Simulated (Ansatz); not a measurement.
# LiGe+ (singlet): the correlation ladder, aug-cc-pVDZ

The task here is to estimate one member of a computed series from the others.

Computed with Ansatz 0.2.0, Gaussian basis. Level: aug-cc-pVDZ, core rule «outside noble gas», up to 15 orbitals frozen.

To be run: UHF; CCSD(T) on RHF; CCSD(T) on UHF; BCCD(T) on RHF; CISD; CCSDT(Q) on RHF; CCSDT(Q) on UHF; Full CI.

32 further runs of the same task are left out: 14 for a known fault of the program, 6 that didn't finish, 12 set aside as unsound or not needed. Runs told in other sessions of the task aren't counted.

**The geometry**

The geometry is a PBE0/def2-TZVP stationary point (not a proven minimum) of the parent state, kept for this charge and spin. No spin-orbit coupling is included. The filled d shell of Ge may be among the frozen orbitals whatever the setting's name suggests.

2 atoms, charge 1, spin multiplicity 1.

Atoms are counted from 1 here; the program's logs count them from 0.

No contacts short enough for the rule that draws bonds.

The first run:

File in.yaml:

```yaml
crystal:
  periodic: [false, false, false]
  atoms:
    - {symbol: Ge, position_ang: [0.000000, 0.000000, 0.000000]}
    - {symbol: Li, position_ang: [0.000000, 0.000000, 2.497400]}
basis:
  gaussian: {orbitals: aug-cc-pVDZ}
total_charge: 1
magnetization: {spin_polarized: true, initial_magnetization: 0}
hamiltonian: {xc: hf}
output: {orbitals: {seedname: orbitals}}
```

Command:

```sh
ansatz run in.yaml --threads 1 --pin off --events-out ev --progress --plain --max-ram 2393MiB
```

Among the steps run: UHF; CCSD(T) on RHF; CCSD(T) on UHF; BCCD(T) on RHF; CISD; CCSDT(Q) on RHF; CCSDT(Q) on UHF; Full CI.

One of the session's tables, all rows but one given; the rest of the session is left out.

| method | from FCI (kcal/mol) |
| --- | --- |
| RHF | +48.17 |
| RMP2 | +15.78 |
| CISD | ? |
| RCCSD | +1.34 |
| RCCSD(T) | +0.46 |
| BCCD(T) | +0.46 |
| RCCSDT | +0.21 |
| RCCSDT(Q) | +0.08 |
| FCI | 0 |

Estimate the missing values for CISD.

As computed: from FCI (kcal/mol): +3.04. In the column «from FCI (kcal/mol)» it lies between RCCSD (+1.34) and RMP2 (+15.78).

Left out of the table: UHF, UMP2, UCCSD, UCCSD(T), UCCSDT, UCCSDT(Q) (another determinant or state than the rows shown). UCCSDT(Q) lies 0.31 eV below the table's zero, so the state tabled may not be the lowest.
